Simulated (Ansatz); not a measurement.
ITe, a scan of the bond length

With the Python package of Ansatz (0.2.0).

Contents of `ite.xyz`:
```text
2

Te    0.00000    0.00000    0.00000
I     0.00000    0.00000    2.63000
```

At the Python prompt:
```pycon
>>> import ansatz
>>> from ase.data import atomic_masses, atomic_numbers
>>> import numpy as np
>>> molecule = ansatz.Crystal.molecule_from_extxyz("ite.xyz")
>>> symbols = [site.symbol for site in molecule.cartesian_sites]
>>> start = np.array([site.position_ang for site in molecule.cartesian_sites])
>>> axis = (start[1] - start[0]) / np.linalg.norm(start[1] - start[0])
>>> moving = [1]
>>> lengths, energies = [2.314, 2.42, 2.525, 2.63, 2.735, 2.84, 2.946, 3.103], []
>>> for length in lengths:
...     xyz = start.copy()
...     xyz[moving] += (length - np.linalg.norm(start[1] - start[0])) * axis
...     point = ansatz.Crystal.molecule()
...     for symbol, place in zip(symbols, xyz):
...         point = point.atom(symbol, place.tolist())
...     job = point.calculation()
...     job = job.basis(gaussian="def2-TZVP")
...     job = job.functional("PBE0", dispersion="d4")
...     job = job.spin("collinear", total=1)
...     r = job.run(threads=1).report
...     energies.append(r["free_energy_ev"])
...     print(f"r = {length:6.3f} A  E = {energies[-1]:.5f} eV  <S^2> = {abs(r['mean_field']['state']['spin_squared']):.3f}")
...
r =  2.314 A  E = -15394.39227 eV  <S^2> = 0.754
r =  2.420 A  E = -15395.01032 eV  <S^2> = 0.754
r =  2.525 A  E = -15395.31561 eV  <S^2> = 0.754
r =  2.630 A  E = -15395.41358 eV  <S^2> = 0.754
r =  2.735 A  E = -15395.37293 eV  <S^2> = 0.755
r =  2.840 A  E = -15395.24198 eV  <S^2> = 0.755
r =  2.946 A  E = -15395.05275 eV  <S^2> = 0.757
r =  3.103 A  E = -15394.71772 eV  <S^2> = 0.764
>>> # quartic fit about the minimum
>>> fit = np.polynomial.Polynomial.fit(lengths, np.array(energies) - min(energies), 4).convert()
>>> roots = [r.real for r in fit.deriv().roots() if abs(r.imag) < 1e-9 and fit.deriv(2)(r.real) > 0]
>>> r_e = min(roots, key=lambda r: abs(r - lengths[int(np.argmin(energies))]))
>>> print(f"minimum of the fit at {r_e:.4f} A, force constant {fit.deriv(2)(r_e):.2f} eV/A^2")
minimum of the fit at 2.6432 A, force constant 11.98 eV/A^2
>>> m1, m2 = (atomic_masses[atomic_numbers[s]] for s in symbols)
>>> mu = m1 * m2 / (m1 + m2)
>>> print(f"harmonic wavenumber {521.4709 * np.sqrt(fit.deriv(2)(r_e) / mu):.0f} 1/cm, rotational constant {16.857629 / (mu * r_e ** 2):.4f} 1/cm")
harmonic wavenumber 226 1/cm, rotational constant 0.0379 1/cm
```

The lowest point is at 2.630 Å. At the shortest distance (2.31 Å) the energy is 1.02 eV higher, at the longest (3.10 Å) 0.70 eV.

Total energies depend on the basis set; only differences at equal settings carry meaning. The basis set is modest, and single-reference methods fail as a bond breaks. def2 sets replace the cores of elements past krypton by effective core potentials. The run takes the species as open-shell (spin multiplicity 2), which needn't be its ground state. Spin-orbit coupling of the heavy open-shell atom is left out. The spin state was assumed, and another may lie lower. Finished in 47 s on 1 thread of Arm Neoverse V2 (shared host), peak memory 0.42 GiB.
